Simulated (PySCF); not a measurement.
# CH₈Ge₃O₂: electronic excitations

Aim: predict the electronic excitations of CH₈Ge₃O₂ (`O=[C](O)[GeH]([GeH3])[GeH3]`).

Programs: PySCF 2.14.0, with density-fitted response routines of our own. Each step states its level of theory. These are calculated values for one molecule in the gas phase, unless marked as measured. Atoms are numbered from 0 throughout.

## (1) The starting structure

14 atoms, charge 0, multiplicity 1; geometry from: GFN2-xTB.

Bonds of the start (Å): O0–C1 1.20, C1–O2 1.34, C1–Ge3 1.98, Ge3–Ge4 2.40, Ge3–Ge5 2.40, O2–H6 0.97, Ge3–H7 1.52, Ge4–H8 1.50, Ge4–H9 1.50, Ge4–H10 1.50, Ge5–H11 1.50, Ge5–H12 1.50, Ge5–H13 1.50.

## (2) Ultraviolet spectrum: CAM-B3LYP/def2-SVPD

What the job is given:

```
{"job": {"kind": "uv", "xc": "CAM-B3LYP", "basis": "def2-SVPD", "nstates": 8, "ntriplets": 3}, "charge": 0, "multiplicity": 1}
O     -1.268336    -2.356026     1.333904
C     -1.044249    -1.500422     0.524814
O     -1.623580    -1.461913    -0.680190
Ge     0.181795     0.046760     0.704562
Ge    -1.025904     1.970554    -0.059767
Ge     2.252413    -0.410926    -0.416032
H     -2.233585    -2.209721    -0.810368
H      0.454556     0.134641     2.196223
H     -2.314047     2.179670     0.680192
H     -0.266895     3.257301     0.085272
H     -1.402637     1.893378    -1.508292
H      3.244274     0.706221    -0.266107
H      2.100590    -0.608797    -1.896385
H      2.944926    -1.641195     0.090007
```

With the program's defaults for keys left out, this is: TDDFT CAM-B3LYP/def2-SVPD, vertical, gas phase, core orbitals frozen in the response.

The run is started by

```sh
$ OMP_NUM_THREADS=1 python probes_run.py task.json out
```

This one command runs all jobs of the session in turn.

Predict these results of the whole session: lowest singlet (CAM-B3LYP/def2-SVPD); brightest single state of those computed; lowest triplet; surface potential, 1st and 99th percentile.

As calculated:

```
                                quantity                        value
    lowest singlet (CAM-B3LYP/def2-SVPD)  5.13 eV (242 nm), f = 0.009
brightest single state of those computed  state 5, 7.11 eV, f = 0.318
                          lowest triplet                      4.52 eV
   surface potential, 1st and 99th percentile           -1.47 V and 2.48 V
```

**Reading.** The lowest singlet, at 5.13 eV, is HOMO→LUMO 0.73, HOMO→LUMO+4 0.09 and is weak; of the 8 states computed, the strongest absorption comes from state 5 at 7.11 eV (the last state computed is bright too, and its partners may lie past the list). The lowest triplet lies 0.61 eV below the lowest singlet (triplets in Tamm-Dancoff, singlets in full TDDFT).
